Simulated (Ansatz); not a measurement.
# ClF2HO2W: the cost of one run

Computed with Ansatz 0.2.0, Gaussian basis. Level: the settings change from run to run.

## 1. The geometry

The structure was relaxed beforehand with PBE0-D4 in a triple-zeta def2 set. W takes a core potential in def2 sets; no spin-orbit term is included.

SMILES `[O]=[W]([OH])([F])([F])[Cl]`, 7 atoms, charge 0, spin multiplicity 1.

Atoms are counted from 1 here; the program's logs count them from 0.

Bond lengths: O1–W2 1.675 Å, W2–O3 1.865 Å, W2–F4 1.853 Å, W2–F5 1.862 Å, W2–Cl6 2.304 Å, O3–H7 0.959 Å. Angles: O1–W2–O3 106.1°, O1–W2–F4 106.7°, O1–W2–F5 105.4°, O1–W2–Cl6 102.3°, O3–W2–F4 86.6°, O3–W2–F5 148.5°, O3–W2–Cl6 87.6°, F4–W2–F5 85.3°, F4–W2–Cl6 150.9°, F5–W2–Cl6 85.0°, W2–O3–H7 131.6°.

Coordinates:

```
O    -1.76560   -0.29730    0.32226
W    -0.24951    0.04183   -0.30327
O     0.96591   -0.91903    0.73401
F     0.06902   -1.20758   -1.63412
F    -0.54893    1.22991   -1.70482
Cl    0.36361    1.91650    0.88762
H     1.22680   -0.83243    1.65262
```

## 2. revPBE/def2-TZVP

Set apart from the defaults: multiplicity 3, restricted open-shell orbitals, atoms shaken by 0.03 Å.

The input, in.yaml:

```yaml
crystal:
  periodic: [false, false, false]
  atoms:
    - {symbol: O, position_ang: [-1.794059, -0.277308, 0.338483]}
    - {symbol: W, position_ang: [-0.204078, 0.086268, -0.332505]}
    - {symbol: O, position_ang: [0.943641, -0.904631, 0.739223]}
    - {symbol: F, position_ang: [0.069232, -1.145830, -1.608834]}
    - {symbol: F, position_ang: [-0.510288, 1.299536, -1.688456]}
    - {symbol: Cl, position_ang: [0.403498, 1.946887, 0.851439]}
    - {symbol: H, position_ang: [1.228419, -0.826008, 1.675340]}
basis:
  gaussian: {orbitals: def2-TZVP}
magnetization: {spin_polarized: false, initial_magnetization: 2}
hamiltonian: {xc: {name: revPBE}}
output: {forces: true}
```

Started as:

```sh
$ ansatz run in.yaml --threads 4 --pin off --events-out ev --progress --plain --max-ram 10444MiB
```

What time and memory should one allow on 4 threads of Arm Neoverse V2, shared host?

About 19 s, with a peak of 0.44 GiB.
